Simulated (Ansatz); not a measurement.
# GeH4O2: the cost of one run

Method: RKS PBE/def2-SVP, in Ansatz 0.2.0.

## (1) Starting point

Bond lengths: Ge1–O2 1.770 Å, O2–H3 1.010 Å, Ge1–O4 1.770 Å, O4–H5 1.010 Å, Ge1–H6 1.549 Å, Ge1–H7 1.549 Å. Angles: Ge1–O2–H3 109.5°, O2–Ge1–O4 109.4°, O2–Ge1–H6 109.5°, O2–Ge1–H7 109.5°, O4–Ge1–H6 109.5°, O4–Ge1–H7 109.5°, H6–Ge1–H7 109.5°, Ge1–O4–H5 109.5°.

Structure file:

```xyz
7

Ge    0.0000    0.0000    0.0000
O     0.0000    0.0000    1.7700
H    -0.9095   -0.2814    2.1071
O     1.6691    0.0000   -0.5894
H     1.9855   -0.9521   -0.7061
H    -0.7300    1.2648   -0.5162
H    -0.7300   -1.2648   -0.5162
```

## (2) Relaxing the start

The input, input.yaml:

```yaml
crystal:
  periodic: [false, false, false]
  atoms:
    - { symbol: Ge, position_ang: [0.0, 0.0, 0.0] }
    - { symbol: O, position_ang: [0.0, 0.0, 1.77] }
    - { symbol: H, position_ang: [-0.9095, -0.2814, 2.1071] }
    - { symbol: O, position_ang: [1.6691, 0.0, -0.5894] }
    - { symbol: H, position_ang: [1.9855, -0.9521, -0.7061] }
    - { symbol: H, position_ang: [-0.73, 1.2648, -0.5162] }
    - { symbol: H, position_ang: [-0.73, -1.2648, -0.5162] }
basis:
  gaussian: { orbitals: def2-SVP }
hamiltonian:
  xc: pbe
relax:
  f_tol: 0.02
  max_steps: 40
```

Started as:

```sh
ansatz run input.yaml --threads 2 --pin off --max-ram 3072MiB --backend cpu --events-out ev --progress --plain --runs-dir out
```

What time and memory should one allow on 2 threads of Arm Neoverse V1, shared host?

About 22 s, with a peak of 0.14 GiB.
